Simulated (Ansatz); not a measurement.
Here is an Ansatz input file for ZrNbB₄, space group P6/mmm. Write the same calculation for the Python package.

```yaml
crystal:
  lattice:
    - [3.138444, 0.0, 0.0]
    - [-1.569222, 2.717972, 0.0]
    - [0.0, 0.0, 6.885728]
  atoms:
    - { symbol: Zr, position: [0.0, 0.0, 0.5] }
    - { symbol: Nb, position: [0.0, 0.0, 0.0] }
    - { symbol: B, position: [0.333333, 0.666667, 0.757386] }
    - { symbol: B, position: [0.333333, 0.666667, 0.242614] }
    - { symbol: B, position: [0.666667, 0.333333, 0.757386] }
    - { symbol: B, position: [0.666667, 0.333333, 0.242614] }
kpoints:
  mp_grid: { kspacing: 0.3 }
hamiltonian:
  xc: pbesol
  dispersion: d4
scf:
  occupations: { method: fermi_dirac, width: 0.1 }
basis:
  ecutwfc: 470
output:
  forces: true
  stress: true
```

The program run on that file:
```console
$ ansatz run input.yaml --threads 1 --pin off --max-ram 3072MiB --backend cpu --events-out ev --progress --plain --runs-dir out
Warning: the atoms were moved onto the symmetric positions of the space group found under crystal.symmetry.tolerance 1.0e-5 (fractional; no operation is sought that the atoms, as they stand in a round, miss by more than twice it, and no atom is moved by as much as it), and the run uses the moved positions. Before a round's move an operation carried an atom to 3.14e-6 Å from where it should land, [...]
Engine: ansatz 0.2.0, aarch64-unknown-linux-gnu
Pseudopotentials: kind: paw
Pseudopotential: Zr, paw, valence charge 12, recommended cutoff 420 eV (normal), Zr.paw.azcp
Pseudopotential: Nb, paw, valence charge 13, recommended cutoff 420 eV (normal), Nb.paw.azcp
Pseudopotential: B, paw, valence charge 3, recommended cutoff 420 eV (normal), B.paw.azcp
Functional definition: PBEsol
  exchange = pbesol_x
  correlation = pbesol_c
Crystal: 6 atoms, lattice volume = 58.737 Å³
Basis set: ecut = 470 eV, 1405 PW (Γ), exchange–correlation on 48×48×100 points (8 copies of the dense FFT grid, shifted against one another)
Bands: 25, of which v1, the nominal top of the filled ones, is band 19 counted from 1 (18 counted from 0)
Symmetry: 24 space group operations
Space group: P6/mmm (ITA 191), of the structure as read, at distance tolerance 3.9e-5 Å
k-points: 30 of 256
Non-local potential: Zr, projectors of the file, l = 0: 3, l = 1: 2, l = 2: 2, l = 3: 2
Non-local potential: Nb, projectors of the file, l = 0: 3, l = 1: 2, l = 2: 2, l = 3: 1
Non-local potential: B, projectors of the file, l = 0: 2, l = 1: 2, l = 2: 1
PAW form: soft (Blöchl's): semilocal exchange-correlation on the pseudo side does not see the compensation charge
PAW frozen core: Zr, regenerated for the run's functional, and the local potential with it (the file was generated under x = pbe(κ = 0.804, μ = 0.2195149727645171), c = pbe(β = 0.06672455060314922))
PAW frozen core: Nb, regenerated for the run's functional, and the local potential with it (the file was generated under x = pbe(κ = 0.804, μ = 0.2195149727645171), c = pbe(β = 0.06672455060314922))
PAW frozen core: B, regenerated for the run's functional, and the local potential with it (the file was generated under x = pbe(κ = 0.804, μ = 0.2195149727645171), c = pbe(β = 0.06672455060314922))
PAW one-centre angular grid: Zr, 590 points (default); XC on 64 Gauss nodes
PAW one-centre angular grid: Nb, 590 points (default); XC on 64 Gauss nodes
PAW one-centre angular grid: B, 110 points (default); XC on 64 Gauss nodes
Initial density: superposition of atomic densities (neutral atoms: chi_scale 0, normalization atom), corrected by the library's trained network
Initial wavefunctions: pseudopotential atomic-orbital guess
Functional: x = pbesol(κ = 0.804, μ = 0.12345679012345678), c = pbesol(β = 0.046)
SCF iter   1: F=—  HF=-9241.601557 eV  |F-HF|=—  |Δ(HF+E_count)|=         —  Δρ=6.60e-3  dr2=1.19e-1  ethr=1.77e-3  ⟨swp⟩=5.4  Hψ=3358  notcnv=0
preconditioner: auto → Kerker (q_TF=auto, 2.526 Å⁻¹)  [metal: Δε(μ)=0.128 eV  Ē_g=8.345 eV  σ=0.100 eV  W_gap=0.31  n_scr=22 (ndim 8)  ℏωp=22.2 eV  f_vac=0.000  D(μ)=1.37/eV (n_scr^D=4)]
SCF iter   2: F=—  HF=-9241.588001 eV  |F-HF|=—  |Δ(HF+E_count)|=   1.36e-2  Δρ=3.16e-3  dr2=2.42e-2  ethr=3.22e-4  ⟨swp⟩=1.0  Hψ=991  notcnv=0
SCF iter   3: F=—  HF=-9241.584002 eV  |F-HF|=—  |Δ(HF+E_count)|=   4.00e-3  Δρ=6.80e-4  dr2=1.10e-3  ethr=6.55e-5  ⟨swp⟩=1.9  Hψ=850  notcnv=0
SCF iter   4: F=—  HF=-9241.583770 eV  |F-HF|=—  |Δ(HF+E_count)|=   2.32e-4  Δρ=1.82e-4  dr2=4.74e-5  ethr=2.98e-6  ⟨swp⟩=2.3  Hψ=1048  notcnv=0
SCF iter   5: F=—  HF=-9241.583759 eV  |F-HF|=—  |Δ(HF+E_count)|=   1.13e-5  Δρ=5.13e-5  dr2=3.72e-6  ethr=1.28e-7  ⟨swp⟩=2.2  Hψ=1056  notcnv=0
SCF iter   6: F=-9241.583758 eV  HF=-9241.583758 eV  |F-HF|=7.80e-9  |Δ(HF+E_count)|=   5.84e-7  Δρ=7.82e-6  dr2=2.68e-8  ethr=2.70e-10  ⟨swp⟩=3.3  Hψ=2987  notcnv=0
SCF 1 converged in 6 iterations: F = -9241.583758 eV  dr2 = 2.68e-8
  greatest PAW one-centre occupation: 0.998 electrons in one spin orbital (limit 2), on the Nb atom at site 1 (counted from 0), in its partial waves of l = 0
SCF converged after 6 iterations
Free energy (F): -9241.583758 eV
Harris-Foulkes:  -9241.583758 eV  (|F-HF|=7.80e-9)
Internal energy: -9241.536592 eV  (E = F + TS)
E sigma→0 (E₀):  -9241.560175 eV
Entropy (-TS):   -0.047167 eV (-7.861 meV/atom)
Fermi energy:    17.009909 eV
--- Per-component energies (eV) ---
  E_band       = -52.897057
  E_kinetic    = 930.314484
  E_local      = -1294.568080  (includes V_loc(G=0)·N_el)
  E_nonlocal   = 244.409878
  E_hartree    = 414.700020
  E_xc         = -468.217948
  E_vxc        = -562.360016  (∫ρ·V_xc dr)
  E_paw        = -6219.033576  (= ΣΔE_a)
  E_vpaw       = -200.091973  (= ΣTr[D̂ρ^β])
  E_aug_tail   = 0.000016  (compensation charges beyond the density's cutoff)
  E_ewald      = -2848.371796
  E_disp       = -1.182864  (pairwise vdW)
  E_core_change = 0.413273  (= ΣΔE_core)
  E_smearing   = -0.047167  (= −TS)
  E_closure    = -0.000000  (closes the sum)
  Σ components = -9241.583758   (vs F -9241.583758, Δ=0.00e0)
--- Forces (eV/Å), atoms counted from 1 ---
  atom   1  Zr     0.00000000    -0.00000000     0.00000000
  atom   2  Nb    -0.00000000     0.00000000     0.00000000
  atom   3  B      0.00000000     0.00000000     0.06373575
  atom   4  B      0.00000000     0.00000000    -0.06373575
  atom   5  B      0.00000000    -0.00000000     0.06373575
  atom   6  B      0.00000000    -0.00000000    -0.06373575
  max |Σ_I F_I| component: 1.20e-16 eV/Å
--- Stress (GPa, compression-positive) ---
       -8.317559      -0.000000       0.000000
        0.000000      -8.317559       0.000000
        0.000000       0.000000     -12.619129
  P = ⅓ Tr σ = -9.7514 GPa (-97.514 kbar)
```

Interactive session:
```pycon
>>> import json
>>> import warnings
>>> import ansatz as az
>>> import numpy as np
>>> import pandas as pd
>>> warnings.simplefilter("ignore", az.DeckWarning)
>>> deck = {
...     "crystal": {
...         "lattice": [[3.138444, 0.0, 0.0], [-1.569222, 2.717972, 0.0], [0.0, 0.0, 6.885728]],
...         "atoms": [
...             {"symbol": "Zr", "position": [0.0, 0.0, 0.5]},
...             {"symbol": "Nb", "position": [0.0, 0.0, 0.0]},
...             {"symbol": "B", "position": [0.333333, 0.666667, 0.757386]},
...             {"symbol": "B", "position": [0.333333, 0.666667, 0.242614]},
...             {"symbol": "B", "position": [0.666667, 0.333333, 0.757386]},
...             {"symbol": "B", "position": [0.666667, 0.333333, 0.242614]},
...         ],
...     },
...     "kpoints": {"mp_grid": {"kspacing": 0.3}},
...     "hamiltonian": {"xc": "pbesol", "dispersion": "d4"},
...     "scf": {"occupations": {"method": "fermi_dirac", "width": 0.1}},
...     "basis": {"ecutwfc": 470},
...     "output": {"forces": True, "stress": True},
... }
>>> result = az.Session.from_dict(deck).plan().execute()

>>> r = result.report
>>> r["mixing_algorithm"], r["preconditioner"], r["eigensolver"]
('MSR1', 'Kerker', 'band_cg')
>>> energy = r["free_energy_ev"]
>>> print("ZrNbB4: {:.6f} eV = {:.6f} Ry = {:.6f} Ha".format(energy, energy / 13.605693, energy / 27.211386))
ZrNbB4: -9241.583758 eV = -679.243884 Ry = -339.621942 Ha
>>> print("Fermi level {:.4f} eV, {} k-points, {} symmetry operations".format(r["fermi_energy_ev"], r["n_kpoints"], r["n_symmetry_ops"]))
Fermi level 17.0099 eV, 30 k-points, 24 symmetry operations
>>> print("pressure by term (GPa)")
pressure by term (GPa)
>>> for term, tensor in r["stress_terms_gpa"].items():
...     if np.any(tensor):
...         print(f"  {term:28s} {np.trace(np.array(tensor)) / 3:12.3f}")
...
  kinetic                          1691.764
  hartree                           377.063
  ewald                           -2589.862
  local_pseudopotential             674.020
  nonlocal_pseudopotential          116.747
  augmentation                      111.301
  nlcc                             -128.313
  xc                               -258.884
  dispersion                         -3.614
  augmentation_tail                  -0.000
  scf_correction                     -0.002
  pulay_correction                    0.028
>>> print(f"  {'total':28s} {np.trace(np.array(r['stress_gpa'])) / 3:12.3f}")
  total                              -9.751
>>> table = pd.DataFrame(r["forces_ev_ang"], columns=["fx", "fy", "fz"])
>>> table.insert(0, "atom", [site["symbol"] for site in r["lattice"]["sites"]])
>>> table.round(4)
  atom   fx   fy      fz
0   Zr  0.0 -0.0  0.0000
1   Nb -0.0  0.0  0.0000
2    B  0.0  0.0  0.0637
3    B  0.0  0.0 -0.0637
4    B  0.0 -0.0  0.0637
5    B  0.0 -0.0 -0.0637
>>> used = r["setup"]
>>> print("cutoffs (eV):", used["ecut_ev"], used["ecutrho_ev"], " FFT grid:", used["fft_dense"])
cutoffs (eV): 470.0 1880.0  FFT grid: [24, 24, 50]
>>> print("cell volume {:.3f} A^3, {} symmetry operations".format(used["cell_volume_ang3"], used["n_sym_ops"]))
cell volume 58.737 A^3, 24 symmetry operations
>>> keep = ["free_energy_ev", "energy_sigma0_ev", "fermi_energy_ev", "n_iterations", "converged", "magnetization_mub", "n_kpoints"]
>>> with open("zrnbb4.json", "w") as handle:
...     json.dump({key: r[key] for key in keep}, handle, indent=1)
...
```

Reading the output:
- The settings weren't tested for convergence.
- Dispersion corrections can be off by several per cent in the lattices of metals, and by several GPa in the pressure at a fixed cell.
- For a metal this k-point mesh is coarse: on a finer one energies can move by several to tens of meV an atom and pressures by half a GPa or more, differences at one mesh by less.
- An absolute Fermi energy rests on an arbitrary zero of the periodic potential and has no direct meaning.
- Pressure is positive in compression.
- At these settings the cell as given stands under about -10 GPa, so it isn't at this functional's equilibrium volume.
- This cell is a computed structure, which may not be the phase found in nature.
- Timing: 3.5 s on 1 thread of Arm Neoverse V2 (shared host), peak memory 0.47 GiB.

(Lines on the test bed's own set-up are left out of the output.)
